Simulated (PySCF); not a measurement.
# CH3BCl4Ge: electronic excitations

Wanted: the electronic excitations of CH3BCl4Ge (`Cl[B](Cl)[GeH2][CH](Cl)Cl`), by calculation.

The runs use PySCF 2.14.0, with density-fitted response routines of our own; the level of theory stands in each step. All values are computed, except where a source is named. Atoms are numbered from 0 throughout.

## Step 1: Starting geometry

10 atoms, charge 0, multiplicity 1; geometry from: GFN2-xTB.

Bonds of the start (Å): Cl0–B1 1.70, B1–Cl2 1.70, B1–Ge3 2.04, Ge3–C4 2.00, C4–Cl5 1.76, C4–Cl6 1.78, Ge3–H7 1.50, Ge3–H8 1.50, C4–H9 1.09.

## Step 2: Excited states and response: CAM-B3LYP/def2-SVPD

Job settings and geometry (Å):

```
{"job": {"kind": "uv", "xc": "CAM-B3LYP", "basis": "def2-SVPD", "nstates": 8, "ntriplets": 3}, "charge": 0, "multiplicity": 1}
Cl     2.316952     2.083268     0.755467
B      1.743457     0.726414    -0.089141
Cl     2.336489     0.378962    -1.648578
Ge     0.263443    -0.445970     0.686999
C     -1.324710    -0.319628    -0.522655
Cl    -2.686010    -1.164732     0.209866
Cl    -1.696544     1.407611    -0.696079
H      0.530080    -1.920792     0.791521
H     -0.271923    -0.021428     2.017137
H     -1.202351    -0.719051    -1.527065
```

Level: TDDFT CAM-B3LYP/def2-SVPD, vertical, gas phase, core orbitals frozen in the response.

On the command line:

```console
> OMP_NUM_THREADS=1 python probes_run.py task.json out
```

The driver reads the jobs from task.json and runs them one after another.

What will the session give for the following? lowest singlet (CAM-B3LYP/def2-SVPD); brightest single state of those computed; lowest triplet. Wanted: lowest singlet; brightest single state of those computed; lowest triplet.

**Answer**, as computed:

| quantity | value |
| --- | --- |
| lowest singlet (CAM-B3LYP/def2-SVPD) | 4.73 eV (262 nm), f = 0.016 |
| brightest single state of those computed | state 6, 6.85 eV, f = 0.080 |
| lowest triplet | 4.05 eV |

In words: The lowest singlet, at 4.73 eV, is HOMO→LUMO 0.50, HOMO−1→LUMO 0.34 and is weak; of the 8 states computed, the strongest absorption comes from states 6 to 7 together at 6.85 eV. The lowest triplet lies 0.68 eV below the lowest singlet (triplets in Tamm-Dancoff, singlets in full TDDFT).
